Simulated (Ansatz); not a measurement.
# H13O6F: the cost of one run

Program: Ansatz 0.2.0. Level of theory: DFT PBE+D3(BJ), plane waves, PAW, scalar-relativistic, no spin polarisation. These are calculated values, not measurements.

## (1) The system as given

The cell holds 20 atoms (FH13O6): a = 5.553 Å, b = 5.553 Å, c = 5.553 Å, α = 90.00°, β = 90.00°, γ = 90.00°.

Its coordinates follow in the input file.

## (2) Preparing the start

The input, input.yaml:

```yaml
crystal:
  lattice:
    - [5.552662, 0.0, 0.0]
    - [0.0, 5.552662, 0.0]
    - [0.0, 0.0, 5.552662]
  atoms:
    - { symbol: O, position: [0.5238745, 0.7328175, 0.853913] }
    - { symbol: H, position: [0.6314793, 0.6545755, 0.7411029] }
    - { symbol: H, position: [0.5469845, 0.6444316, 1.0025083] }
    - { symbol: O, position: [0.7590637, 0.6405412, 0.3235607] }
    - { symbol: H, position: [0.7404267, 0.4875671, 0.2418399] }
    - { symbol: H, position: [0.929445, 0.648379, 0.3601052] }
    - { symbol: O, position: [0.2825646, 0.2299831, 0.4508253] }
    - { symbol: H, position: [0.447432, 0.1978317, 0.4037962] }
    - { symbol: H, position: [0.2023167, 0.0763754, 0.4310347] }
    - { symbol: O, position: [0.9075489, 0.2977871, 0.7782704] }
    - { symbol: H, position: [0.9681583, 0.2442238, 0.6237253] }
    - { symbol: H, position: [0.8392764, 0.1537211, 0.8490557] }
    - { symbol: O, position: [0.0839197, 1.0411577, 0.088607] }
    - { symbol: H, position: [-0.0082598, 0.9521237, 0.2069396] }
    - { symbol: H, position: [0.231622, 0.9497409, 0.0726783] }
    - { symbol: O, position: [0.447936, 0.2441843, 0.8677494] }
    - { symbol: H, position: [0.4648639, 0.3781194, 0.7572888] }
    - { symbol: H, position: [0.4851302, 0.104274, 0.7704435] }
    - { symbol: F, position: [0.9573272, 0.7320398, 0.8338479] }
    - { symbol: H, position: [0.9985664, 0.6870872, 0.6771131] }
basis:
  ecutwfc: 420.0
kpoints:
  mp_grid: { grid: [1, 1, 1] }
hamiltonian:
  xc: pbe
  dispersion: d3bj
scf:
  occupations: { method: fermi_dirac, width: 0.02 }
  lower_state_search: "off"
relax:
  f_tol: 0.3
  max_steps: 15
  adjacent_minimum: "off"
output:
  write_density: true
  write_potential: true
  elf: true
  volumetric_format: npy
```

Launch:

```console
> ansatz run input.yaml --threads 1 --pin off --max-ram 3072MiB --backend cpu --events-out ev --progress --plain --runs-dir out
```

What time and memory should one allow on 1 thread of an x86-64 CPU, shared host?

About 18 s, with a peak of 0.39 GiB.
